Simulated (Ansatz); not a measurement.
**C3H4BF: a ladder of functionals and wavefunction methods**

How much do the methods differ for C3H4BF? The plan is to run it at one geometry with functionals of several rungs and with coupled cluster, and see how far each lands from CCSD(T) at the basis-set limit for the atomisation energy.

Program: Ansatz 0.2.0, Gaussian basis. Level of theory: functionals in def2-TZVPP, the program's frozen cores in correlated methods. These are calculated values, not measurements.

The runs, in order: LDA (SPW92), PBE-D4, revPBE-D4, BLYP-D4, r2SCAN-D4, B97M-V, PBE0-D4, B3LYP-D4, r2SCANh-D4, r2SCAN0-D4, HSE06-D4, BHLYP-D4, CAM-B3LYP-D4, LC-ωPBE, ωB97X-V, ωB97M-V, B2PLYP, PBE-QIDH; CCSD(T)/def2-SVP; CCSD(T)/def2-TZVPP; MP2/def2-QZVPP; extrapolation to the limit; RPA on PBE.

### Step 1. The geometry

All runs share one geometry, relaxed beforehand with PBE0-D4 in a triple-zeta def2 set.

SMILES `FC1=CCB1`, 9 atoms, charge 0, spin multiplicity 1.

Atoms are counted from 1 here; the program's logs count them from 0.

Bond lengths: F1–C2 1.316 Å, C2–C3 1.357 Å, C2–B5 1.502 Å, C3–C4 1.506 Å, C3–H6 1.089 Å, C4–B5 1.593 Å, C4–H7 1.090 Å, C4–H8 1.087 Å, B5–H9 1.191 Å. Angles: F1–C2–C3 129.2°, F1–C2–B5 141.8°, C3–C2–B5 81.9°, C2–C3–C4 100.8°, C2–C3–H6 129.7°, C4–C3–H6 128.2°, C3–C4–B5 74.5°, C3–C4–H7 116.3°, C3–C4–H8 114.0°, B5–C4–H7 118.4°, B5–C4–H8 117.9°, H7–C4–H8 111.3°, C2–B5–C4 91.0°, C2–B5–H9 131.6°, C4–B5–H9 131.7°.

Coordinates:

```csv
atom,x (Å),y (Å),z (Å)
F1,1.33300,0.61438,2.01292
C2,0.54607,0.17932,1.05189
C3,0.84044,-0.07992,-0.24737
C4,-0.48336,-0.60403,-0.73811
B5,-0.83158,0.35946,0.48225
H6,1.70685,0.21638,-0.83642
H7,-0.78112,-0.29912,-1.74154
H8,-0.61638,-1.67300,-0.59525
H9,-1.62532,1.24034,0.59453
```

### Step 2. LDA

This LDA is Slater exchange with PW92 correlation.

The input, in.yaml:

```yaml
crystal:
  periodic: [false, false, false]
  atoms:
    - {symbol: F, position_ang: [1.333005, 0.614379, 2.012918]}
    - {symbol: C, position_ang: [0.546065, 0.179319, 1.051886]}
    - {symbol: C, position_ang: [0.840441, -0.079923, -0.247365]}
    - {symbol: C, position_ang: [-0.483359, -0.604034, -0.738107]}
    - {symbol: B, position_ang: [-0.831579, 0.359458, 0.482250]}
    - {symbol: H, position_ang: [1.706851, 0.216385, -0.836420]}
    - {symbol: H, position_ang: [-0.781120, -0.299117, -1.741544]}
    - {symbol: H, position_ang: [-0.616381, -1.673002, -0.595250]}
    - {symbol: H, position_ang: [-1.625321, 1.240337, 0.594532]}
basis:
  gaussian: {orbitals: def2-TZVPP}
hamiltonian: {xc: lda}
output: {orbitals: {seedname: orbitals}}
```

Started as:

```
ansatz run in.yaml --threads 2 --pin off --events-out ev --progress --plain --max-ram 4352MiB
```

Further steps of the session: PBE-D4 (GGA); revPBE-D4 (GGA); BLYP-D4 (GGA); r2SCAN-D4 (meta-GGA); B97M-V (meta-GGA); B3LYP-D4 (hybrid); r2SCANh-D4 (hybrid); r2SCAN0-D4 (hybrid); HSE06-D4 (hybrid); BHLYP-D4 (hybrid); CAM-B3LYP-D4 (range-separated); LC-ωPBE (range-separated); ωB97X-V (range-separated); ωB97M-V (range-separated); B2PLYP (double hybrid); PBE-QIDH (double hybrid); CCSD(T) in def2-SVP; CCSD(T) in def2-TZVPP; MP2 in def2-QZVPP; RPA on PBE orbitals.

Before running them: what should the planned runs give, taken together? Wanted: atomisation energy, CCSD(T)/CBS; farthest beyond LDA; mean size of error, GGA; mean size of error, meta-GGA; mean size of error, hybrid; mean size of error, range-separated; mean size of error, double hybrid; gap, smallest and largest; T1 diagnostic.

**Answer**, as computed:

| quantity | value |
| --- | --- |
| atomisation energy, CCSD(T)/CBS | 38.941 eV |
| functionals within 0.195 eV (0.5 %) | r2SCAN0-D4, B2PLYP |
| farthest beyond LDA | PBE-D4 (+1.731 eV) |
| mean size of error, GGA | 0.848 eV |
| mean size of error, meta-GGA | 0.545 eV |
| mean size of error, hybrid | 0.577 eV |
| mean size of error, range-separated | 0.430 eV |
| mean size of error, double hybrid | 0.246 eV |
| gap, smallest and largest | 4.97 eV (LDA (SPW92)), 12.21 eV (LC-ωPBE) |
| T1 diagnostic | 0.0124 |
| triples share of the correlation energy | 4.2 % |

The LDA atomisation energy is off by 6.731 eV (17 %): it overbinds. PBE-D4 is off by +1.731 eV. Double hybrids carry the basis error of their MP2 part in triple zeta, and no dispersion term here, so their miss is partly the set-up's. By mean error the best rung here is double hybrid (0.246 eV) and the worst beyond LDA is GGA (0.848 eV). The reference freezes the cores and leaves out relativity and excitations past (T), so misses under about 0.195 eV can't be ranked. Hartree-Fock recovers 74 % of the binding; the rest is correlation. CCSD(T) in def2-SVP is off by -1.400 eV, more than most functionals: a good method in a small basis is no reference. Orbital gaps span 5.0 to 12.2 eV; exact exchange widens them.
